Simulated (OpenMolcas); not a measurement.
# V³⁺ among point charges: CASSCF and CASPT2 levels and susceptibility

How does a field of 6 point charges split the states of V³⁺, and what χT follows?

Method: state-averaged CASSCF and CASPT2, spin-orbit coupling by RASSI with atomic mean-field integrals. Code: OpenMolcas 26.06.

### Step 1. The atom as given

* Species: V³⁺ (vanadium, Z = 23, 20 electrons)
* Basis: ANO-RCC-VDZP [5s4p2d1f], 34 functions
* Scalar Hamiltonian: DKH2, point nucleus
* Inactive shells: 1s 2s 2p 3s 3p
* Active space: 2 electrons in 5 orbitals (3d)
* Some configurations of this space: 3d²
* Orbitals: optimised for each spin and parity, averaged over all roots

The outer shells:

3d2
```
3d [↑ ][↑ ][  ][  ][  ]
```

The ion sits among 6 point charges of -1.3 e arranged as an octahedron (Oh), 1.97 Å from the ion.

The work runs as a chain of OpenMolcas steps in one folder; each step below is one input file. Labels, J, g values, rates, χT and fits are worked out afterwards by a script from the matrices that RASSI stores. The input lists half of the charges; inversion (Group=XYZ) makes the rest.

### Step 2. One- and two-electron integrals

Contents of a.inp:

```
&GATEWAY
Coord
1

V 0.0 0.0 0.0
Basis=ANO-RCC-VDZP
Group=XYZ
NoMove
AngMom=0.0 0.0 0.0
AMFI
XField
3 Angstrom 0
1.970000 0.000000 0.000000 -1.300000
0.000000 1.970000 0.000000 -1.300000
0.000000 0.000000 1.970000 -1.300000
&SEWARD
```

The run is started by

```console
$ OMP_NUM_THREADS=1 MOLCAS_MEM=1689 MOLCAS_PROJECT=a pymolcas a.inp > a.log
```

### Step 3. CASSCF: triplets of even parity, 10 roots

Contents of a.inp:

```
&RASSCF
FileOrb=start.orb
Symmetry=1
Spin=3
nActEl=2 0 0
Inactive=3 6
Ras2=5 0
CIRoot=10 10 1
SDav=10
CIMx=300
Iter=120 100
PrWF=0.3
OrbListing=Nothing
MaxOrb=0
>>> COPY $Project.JobIph JOB001
```

start.orb holds the contracted functions of the basis, ordered by shell, or the orbitals of the step before.

### Step 4. Reference wave functions, singlets of even parity, 15 roots

Contents of a.inp:

```
&RASSCF
FileOrb=start.orb
Symmetry=1
Spin=1
nActEl=2 0 0
Inactive=3 6
Ras2=5 0
CIRoot=15 15 1
SDav=15
CIMx=300
Iter=120 100
PrWF=0.3
OrbListing=Nothing
MaxOrb=0
>>> COPY $Project.JobIph JOB002
```

### Step 5. State interaction with spin-orbit coupling

Contents of a.inp:

```
&RASSI
NrOfJobIphs=2 10 15
1 2 3 4 5 6 7 8 9 10
1 2 3 4 5 6 7 8 9 10 11 12 13 14 15
IphNames
JOB001
JOB002
EJob
SpinOrbit
DIPRint=1.0
SOCoupling=1000.0
Subsets=2
Property=9
'ANGMOM' 1 'ANGMOM' 2 'ANGMOM' 3 'MLTPL  1' 1 'MLTPL  1' 2 'MLTPL  1' 3
'AMFI' 1 'AMFI' 2 'AMFI' 3
SOProperty=3
'ANGMOM' 1 'ANGMOM' 2 'ANGMOM' 3
```

### Step 6. CASPT2: IPEA 0.25, imaginary shift 0.1 (closed shells correlated: 3s 3p)

Contents of a.inp:

```
>>> COPY JOB001 $Project.JobIph
&CASPT2
Multistate=10 1 2 3 4 5 6 7 8 9 10
NoMult
Frozen=2 3
IPEA=0.25
Imaginary=0.1
MaxIter=60
WThr=0.0 0.3 0.05
PrWF=0.5
NoMix
>>> COPY JOB002 $Project.JobIph
&CASPT2
Multistate=15 1 2 3 4 5 6 7 8 9 10 11 12 13 14 15
NoMult
Frozen=2 3
IPEA=0.25
Imaginary=0.1
MaxIter=60
WThr=0.0 0.3 0.05
PrWF=0.5
NoMix
```

(Steps that only read results are left out.)

Before running it: what results should come out? Wanted: spin-free ground state; first state of the same spin within the active space; lowest level; next level.

**Answer**, as computed:

| quantity | value |
| --- | --- |
| method | SS-CASPT2, IPEA 0.25, imaginary shift 0.1 (closed shells correlated: 3s 3p) |
| spin-free ground state | 3T1, 3-fold in its orbital part |
| first state of the same spin within the active space | 3T2 at 3590 cm⁻¹ |
| lowest level | 2-fold E, g = 0.00, 0.00, 0.00 |
| next level | 24.2 cm⁻¹ |
| χT at 300 K | 0.87 cm³ K/mol |
| effective moment at 300 K | 2.64 μB |

Cost by method:

| method | time of its own steps | time with the reference |
| --- | --- | --- |
| A. CASSCF | 4.4 s | 4.4 s |
| B. SS-CASPT2, IPEA 0.25, imaginary shift 0.1, +3s 3p | 1.3 s | 5.7 s |

Times are of one thread on a shared host.

**Reading.** The spin-free ground state (3T1) comes to 99 % from free-ion F terms and keeps the highest spin of the shell. χT at 300 K is 0.87, against 1.00 cm³ K/mol for the spin alone, so spin-orbit coupling lowers it. A ligand-field fit to the states below 45000 cm-1 gives 10Dq = 5040 cm-1, B = 944 cm-1 and C = 3704 cm-1 (C/B = 3.92), with a deviation of 502 cm-1. CASPT2 does not keep the components of a term degenerate, and the means are used. The field of point charges can differ much from that of real complexes. Point charges carry no covalency, so the field is a model and not that of real ligands.
